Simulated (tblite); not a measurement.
# C2H10O2SSi2: the cost of one run

Programs: tblite 0.8.0 and PySCF 2.14.0, with density-fitted response routines of our own. Each step states its level of theory. These are calculated values for one molecule in the gas phase, unless marked as measured. Atoms are numbered from 0 throughout.

**1. The starting structure**

17 atoms, charge 0, multiplicity 1; geometry from: force field or distance geometry start.

Bonds of the start (Å): C0–O1 1.40, O1–Si2 1.71, Si2–Si3 2.24, Si3–S4 2.11, Si3–O5 1.70, O5–C6 1.37, C0–H7 1.12, C0–H8 1.11, C0–H9 1.10, Si2–H10 1.48, Si2–H11 1.46, Si3–H12 1.49, S4–H13 1.42, C6–H14 1.11, C6–H15 1.13, C6–H16 1.09.

**2. Optimising the geometry with GFN2-xTB**

Job settings and geometry (Å):

```
{"job": {"kind": "relax", "xc": "GFN2-xTB", "basis": "xTB"}, "charge": 0, "multiplicity": 1}
C      3.088700    -0.723600     0.456700
O      1.736600    -0.885000     0.131500
Si     1.092300     0.690400    -0.045700
Si    -0.995500     0.600900     0.765400
S     -2.274400     1.923700    -0.271800
O     -1.506600    -1.022900     0.780500
C     -2.643700    -1.280100     0.055500
H      3.217600     0.146900     1.149000
H      3.491000    -1.616900     0.985100
H      3.605500    -0.530300    -0.496900
H      1.000800     0.925400    -1.501400
H      1.880900     1.712200     0.629200
H     -0.912300     1.074300     2.180800
H     -1.958500     3.233000     0.167000
H     -2.345300    -1.952100    -0.776600
H     -3.311600    -1.892000     0.734500
H     -3.172500    -0.392000    -0.303300
```

Launch:

```console
OMP_NUM_THREADS=1 python probes_run.py task.json out
```

One launch serves the whole session: the jobs run in the order shown.

Q: Estimate the wall time and peak memory of this first job on 1 thread of AMD EPYC, shared host.

About 5.6 s, with a peak of 0.18 GiB.
